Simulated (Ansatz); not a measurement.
# AsMg: the cost of one run

Computed with Ansatz 0.2.0, Gaussian basis. Level: def2-QZVPP, all electrons in the functionals.

To be run: PBE, BLYP, r2SCAN, B97M-V, PBE0, B3LYP, wB97M-V, at charge 0, doublet; charge 0, quartet; charge 1, singlet; charge 1, triplet.

8 further runs of the same task are left out: 8 set aside as unsound or not needed.

## (1) What is computed

The geometry is a PBE0/def2-TZVP stationary point (not a proven minimum). No spin-orbit coupling is included. The filled d shell of As may be among the frozen orbitals whatever the setting's name suggests; the logs give the count.

2 atoms, charge 0, spin multiplicity 2.

Atoms are counted from 1 here; the program's logs count them from 0.

Bond lengths: As1–Mg2 2.602 Å.

Geometry (Å):

```xyz
2

As    0.00000    0.00000    0.00000
Mg    0.00000    0.00000    2.60160
```

No dispersion term is added; B97M-V, wB97M-V hold VV10 nonlocal correlation. B3LYP takes the VWN-RPA correlation.

The geometry shown and the zero of energy belong to the point charge 0, doublet. The yardstick, RCCSD(T), and other wave-function levels (R restricted, U unrestricted, valence and pair active spaces) come from earlier runs.

## (2) PBE, charge 0, doublet

Contents of in.yaml:

```yaml
crystal:
  periodic: [false, false, false]
  atoms:
    - {symbol: As, position_ang: [0.000000, 0.000000, 0.000000]}
    - {symbol: Mg, position_ang: [0.000000, 0.000000, 2.601600]}
basis:
  gaussian: {orbitals: "def2-QZVPP.json"}
magnetization: {spin_polarized: true, initial_magnetization: 1}
hamiltonian: {xc: {name: PBE}}
output: {orbitals: {seedname: orbitals}}
```

The run is started by

```
$ ansatz run in.yaml --threads 1 --pin off --events-out ev --progress --plain --max-ram 2393MiB
```

What time and memory should one allow on 1 thread of Arm Neoverse V2, shared host?

About 51 s, with a peak of 0.31 GiB.
